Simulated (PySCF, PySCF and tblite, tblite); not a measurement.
**C3H10BNO: a path driven as rotation about a bond, and NMR exchange**

An exercise on one series of results from a longer session: the logs are not shown, and one member is left open.

Computed with tblite 0.8.0 (tight binding) and PySCF 2.14.0 (DFT, with response routines of our own); each step states its level. Atoms count from 0 throughout.

### The starting structure

16 atoms, charge 0, multiplicity 1; geometry from: force field or distance geometry start.

Bonds of the start (Å): B2–H9 1.18, B2–N3 1.55, C0–H6 1.11, C0–H7 1.11, C0–H8 1.11, C0–O1 1.42, C4–H10 1.10, C4–H11 1.11, C4–H12 1.11, C5–H13 1.10, C5–H14 1.10, C5–H15 1.10, N3–C4 1.46, N3–C5 1.47, O1–B2 1.48.

The first run:

What the job is given:

```
{"job": {"xc": "GFN2-xTB", "basis": "xTB", "kind": "relax"}, "charge": 0, "multiplicity": 1}
C      2.290800     0.006700    -0.285900
O      1.167300    -0.768900    -0.664800
B      0.358100    -1.032300     0.545500
N     -0.991200    -0.293200     0.746400
C     -0.778600     1.139300     0.946300
C     -1.889200    -0.543100    -0.388700
H      2.929500    -0.516300     0.449100
H      2.905700     0.193700    -1.184900
H      1.984000     1.003700     0.106400
H      0.624600    -1.931000     1.257600
H     -0.085200     1.325400     1.785600
H     -1.744200     1.630000     1.195900
H     -0.376900     1.617800     0.027500
H     -2.864300    -0.059900    -0.208200
H     -2.077100    -1.623600    -0.502500
H     -1.460900    -0.139300    -1.321300
```

On the command line:

```sh
$ OMP_NUM_THREADS=1 python ens_run.py task.json out
```

The driver reads the study from task.json and runs its stages one after another.

Among the steps run: GFN2-xTB relaxation, start minimum; Relaxed scan, rotation; Nudged elastic band, leg 1; Saddle search, leg 1; DFT refinement, start: PBE0-D3(BJ)/def2-SVP; DFT refinement, end: PBE0-D3(BJ)/def2-SVP; Shieldings, start: BP86/pcSseg-1; Shieldings, saddle of leg 1: BP86/pcSseg-1; Shieldings, end: BP86/pcSseg-1; The path in numbers; Shieldings, start: PBE0/pcseg-1; Single-point energy, saddle of leg 1: PBE0/pcseg-1; Shieldings, end: PBE0/pcseg-1; Second level: PBE0/pcseg-1 + D3(BJ).

One of the session's tables, all rows but one given; the rest of the session is left out.

Barriers by level (kcal/mol; entropies in cal/(mol K)). Zero-point and thermal terms come from xTB in every row. ΔG‡ leaves symmetry out; the rate counts equivalent paths (a factor of 2); effective ΔG‡, where given, is the barrier that would give that rate by Eyring's equation alone:

| level | ΔE‡ | with zero-point | ΔH‡ | ΔG‡ (298 K) | ΔE of reaction |
| --- | --- | --- | --- | --- | --- |
| GFN2-xTB | 9.64 | 9.12 | 8.68 | 9.59 | 3.39 |
| PBE0-D3(BJ)/def2-SVP | 8.33 | 7.80 | 7.36 | 8.28 | 6.10 |
| BP86/pcSseg-1 + D3(BJ) | ? | ? | ? | ? | ? |
| PBE0/pcseg-1 + D3(BJ) | 8.52 | 7.99 | 7.55 | 8.47 | 6.32 |

**Question.** Estimate the row for BP86/pcSseg-1 + D3(BJ).

The run gave: ΔE‡: 8.30; with zero-point: 7.78; ΔH‡: 7.34; ΔG‡ (298 K): 8.25; ΔE of reaction: 5.79. In the column «ΔE‡» it is the lowest.
